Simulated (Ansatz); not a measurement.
# CH5BFN: basis-set convergence

One table from this session's results is given with a row withheld; the runs are named, their logs left out.

Method: one geometry, several basis sets; program: Ansatz 0.2.0, Gaussian basis.

Levels to be run: PBE0-D4/def2-SVP; ωB97M-V/def2-SVP; PBE0-D4/def2-QZVPP; ωB97M-V/def2-QZVPP; CCSD(T)/cc-pV(D+d)Z; CCSD(T)/cc-pV(T+d)Z; CCSD(T)/cc-pV(Q+d)Z; the functionals' def2-TZVPP values are taken from earlier runs.

**The geometry**

The geometry comes from an earlier relaxation with PBE0-D4 in a triple-zeta def2 set; it is a stationary point, not always the lowest conformer.

SMILES `CNBF`, 9 atoms, charge 0, spin multiplicity 1.

Atoms are counted from 1 here; the program's logs count them from 0.

Bond lengths: C1–N2 1.443 Å, C1–H5 1.094 Å, C1–H6 1.090 Å, C1–H7 1.094 Å, N2–B3 1.388 Å, N2–H8 1.009 Å, B3–F4 1.340 Å, B3–H9 1.197 Å. Angles: N2–C1–H5 111.7°, N2–C1–H6 109.1°, N2–C1–H7 111.7°, H5–C1–H6 108.0°, H5–C1–H7 108.2°, H6–C1–H7 108.0°, C1–N2–B3 126.0°, C1–N2–H8 115.3°, B3–N2–H8 118.7°, N2–B3–F4 119.2°, N2–B3–H9 121.7°, F4–B3–H9 119.1°.

The first run:

Contents of in.yaml:

```yaml
crystal:
  periodic: [false, false, false]
  atoms:
    - {symbol: C, position_ang: [-0.214469, 0.931300, -0.637988]}
    - {symbol: N, position_ang: [0.221760, -0.394796, -0.274466]}
    - {symbol: B, position_ang: [0.159990, -0.955137, 0.993704]}
    - {symbol: F, position_ang: [0.606078, -2.205073, 1.178582]}
    - {symbol: H, position_ang: [-1.008966, 0.904300, -1.389783]}
    - {symbol: H, position_ang: [-0.605518, 1.433687, 0.247044]}
    - {symbol: H, position_ang: [0.608793, 1.534332, -1.032622]}
    - {symbol: H, position_ang: [0.602800, -0.944847, -1.029545]}
    - {symbol: H, position_ang: [-0.281966, -0.350166, 1.927871]}
basis:
  gaussian: {orbitals: def2-SVP}
hamiltonian: {xc: pbe0, dispersion: d4}
output: {orbitals: {seedname: orbitals}}
```

Started as:

```console
ansatz run in.yaml --threads 2 --pin off --events-out ev --progress --plain --max-ram 22528MiB --backend cpu
```

Among the steps run: PBE0-D4 in def2-SVP; ωB97M-V in def2-SVP; PBE0-D4 in def2-QZVPP; ωB97M-V in def2-QZVPP.

One of the session's tables, all rows but one given; the rest of the session is left out.

| functional | basis | HOMO (eV) | LUMO (eV) |
| --- | --- | --- | --- |
| PBE0-D4 | def2-SVP | -7.67 | 1.31 |
| PBE0-D4 | def2-TZVPP | -7.78 | 0.89 |
| PBE0-D4 | def2-QZVPP | -7.80 | 0.66 |
| ωB97M-V | def2-SVP | -10.00 | 3.37 |
| ωB97M-V | def2-TZVPP | ? | ? |
| ωB97M-V | def2-QZVPP | -10.15 | 1.66 |

**Question.** Estimate the row for ωB97M-V, def2-TZVPP.

**Answer.** HOMO (eV): -10.13; LUMO (eV): 2.39. In the column «HOMO (eV)» it lies between ωB97M-V, def2-QZVPP (-10.15) and ωB97M-V, def2-SVP (-10.00).
